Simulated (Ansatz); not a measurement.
# CH8AlBSn: basis-set convergence

Aim: see how fast density functionals converge with the basis set for CH8AlBSn.

The runs use Ansatz 0.2.0, Gaussian basis; one geometry, several basis sets.

Plan: PBE0-D4/def2-SVP; ωB97M-V/def2-SVP; PBE0-D4/def2-QZVPP; ωB97M-V/def2-QZVPP; the functionals' def2-TZVPP values are taken from earlier runs.

## Step 1: The geometry

The geometry comes from an earlier relaxation with PBE0-D4 in a triple-zeta def2 set; it is a stationary point, not always the lowest conformer. Sn takes the def2 core potential; no spin-orbit term is included.

SMILES `C[BH][SnH2][AlH2]`, 12 atoms, charge 0, spin multiplicity 1.

Atoms are counted from 1 here; the program's logs count them from 0.

Bond lengths: C1–B2 1.551 Å, C1–H5 1.090 Å, C1–H6 1.103 Å, C1–H7 1.095 Å, B2–Sn3 2.246 Å, B2–H8 1.199 Å, Sn3–Al4 2.659 Å, Sn3–H9 1.718 Å, Sn3–H10 1.714 Å, Al4–H11 1.589 Å, Al4–H12 1.590 Å. Angles: B2–C1–H5 116.8°, B2–C1–H6 105.6°, B2–C1–H7 111.9°, H5–C1–H6 107.6°, H5–C1–H7 109.7°, H6–C1–H7 104.4°, C1–B2–Sn3 123.6°, C1–B2–H8 118.8°, Sn3–B2–H8 117.4°, B2–Sn3–Al4 111.5°, B2–Sn3–H9 110.3°, B2–Sn3–H10 111.4°, Al4–Sn3–H9 108.1°, Al4–Sn3–H10 109.1°, H9–Sn3–H10 106.3°, Sn3–Al4–H11 121.3°, Sn3–Al4–H12 120.2°, H11–Al4–H12 118.5°.

## Step 2: PBE0-D4 in def2-SVP

in.yaml

```yaml
crystal:
  periodic: [false, false, false]
  atoms:
    - {symbol: C, position_ang: [-1.300226, 1.794028, -0.295796]}
    - {symbol: B, position_ang: [-1.011354, 0.360912, -0.812557]}
    - {symbol: Sn, position_ang: [1.005377, -0.620678, -0.690764]}
    - {symbol: Al, position_ang: [1.315308, -1.926033, 1.604616]}
    - {symbol: H, position_ang: [-0.435699, 2.423188, -0.083627]}
    - {symbol: H, position_ang: [-1.855431, 1.662643, 0.647773]}
    - {symbol: H, position_ang: [-1.995704, 2.331432, -0.949462]}
    - {symbol: H, position_ang: [-1.924069, -0.301723, -1.220729]}
    - {symbol: H, position_ang: [2.248956, 0.558957, -0.804449]}
    - {symbol: H, position_ang: [1.252397, -1.708803, -1.992033]}
    - {symbol: H, position_ang: [1.098611, -3.497848, 1.697781]}
    - {symbol: H, position_ang: [1.678737, -1.131276, 2.933248]}
basis:
  gaussian: {orbitals: def2-SVP}
hamiltonian: {xc: pbe0, dispersion: d4}
output: {orbitals: {seedname: orbitals}}
```

Launch:

```bash
$ ansatz run in.yaml --threads 4 --pin off --events-out ev --progress --plain --max-ram 10444MiB
```

Further steps of the session: ωB97M-V in def2-SVP; PBE0-D4 in def2-QZVPP; ωB97M-V in def2-QZVPP.

Q: Predict the results of all the runs planned. Wanted: PBE0-D4: double and triple zeta above quadruple; ωB97M-V: double and triple zeta above quadruple.

As calculated:

| quantity | value |
| --- | --- |
| PBE0-D4: double and triple zeta above quadruple | 4.85, 0.36 eV |
| ωB97M-V: double and triple zeta above quadruple | 5.06, 0.36 eV |

In words: PBE0-D4 gains 4.48 eV from double to triple zeta, then 0.36 eV more. These are total energies; as a rule much of such shifts cancels in differences, which this series doesn't test.
